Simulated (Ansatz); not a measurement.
# In2CuO4: the cost of one run

Method: DFT PBE, PAW, plane waves, scalar-relativistic, in Ansatz 0.2.0.

### Step 1. Starting point

It takes space group I4/mmm (No. 139, tetragonal). The conventional cell has a = 3.957 Å, b = 3.957 Å, c = 12.080 Å, α = 90.00°, β = 90.00°, γ = 90.00°. Cu (site symmetry 4/mmm) is surrounded by 4 O at 1.98 Å. Around O (site symmetry mmm) lie 2 Cu at 1.98 Å and 4 In at 2.66 Å. In (site symmetry 4mm) is surrounded by 8 O at 2.34 to 2.66 Å. O (site symmetry -4m2) is surrounded by 4 In at 2.34 Å.

As a file:

```
Cu O In
1.0
    -1.97850    1.97850    6.04000
     1.97850   -1.97850    6.04000
     1.97850    1.97850   -6.04000
Cu O In
1 4 2
Direct
  0.00000 0.00000 0.00000
  0.50000 0.00000 0.50000
  0.00000 0.50000 0.50000
  0.75000 0.25000 0.50000
  0.25000 0.75000 0.50000
  0.35290 0.35290 0.00000
  0.64710 0.64710 0.00000
```

Labels such as O7 number the atoms in the order of the input file.

Planned first: usual moment, plain SCF; no spin polarisation; spin on, no moments given (the program may seed its own), plain SCF. What is tried next depends on their ends.

“Plain SCF” means no search for lower states. Ends within 0.2 meV/atom and 0.1 μB count as one state.

Site moments are integrals over atomic spheres and don't add up to the total.

### Step 2. Usual moment, plain SCF

The input, input.yaml:

```yaml
crystal:
  lattice:
    - [-1.9785, 1.9785, 6.04]
    - [1.9785, -1.9785, 6.04]
    - [1.9785, 1.9785, -6.04]
  atoms:
    - { symbol: Cu, position: [0.0, 0.0, 0.0], spin: 1.0 }
    - { symbol: O, position: [0.5, 0.0, 0.5] }
    - { symbol: O, position: [0.0, 0.5, 0.5] }
    - { symbol: In, position: [0.3529, 0.3529, 0.0] }
    - { symbol: In, position: [0.6471, 0.6471, 0.0] }
    - { symbol: O, position: [0.75, 0.25, 0.5] }
    - { symbol: O, position: [0.25, 0.75, 0.5] }
magnetization:
  spin_polarized: true
hamiltonian:
  xc: pbe
  pseudopotentials: { kind: paw }
basis:
  ecutwfc: 420
kpoints:
  mp_grid: { grid: [5, 5, 7] }
scf:
  occupations: { method: fermi_dirac, width: 0.03 }
  lower_state_search: "off"
output:
  forces: true
  stress: true
```

Q: Estimate wall time and peak memory on 2 threads of an x86-64 CPU, shared host.

About 25 s, with a peak of 0.71 GiB.
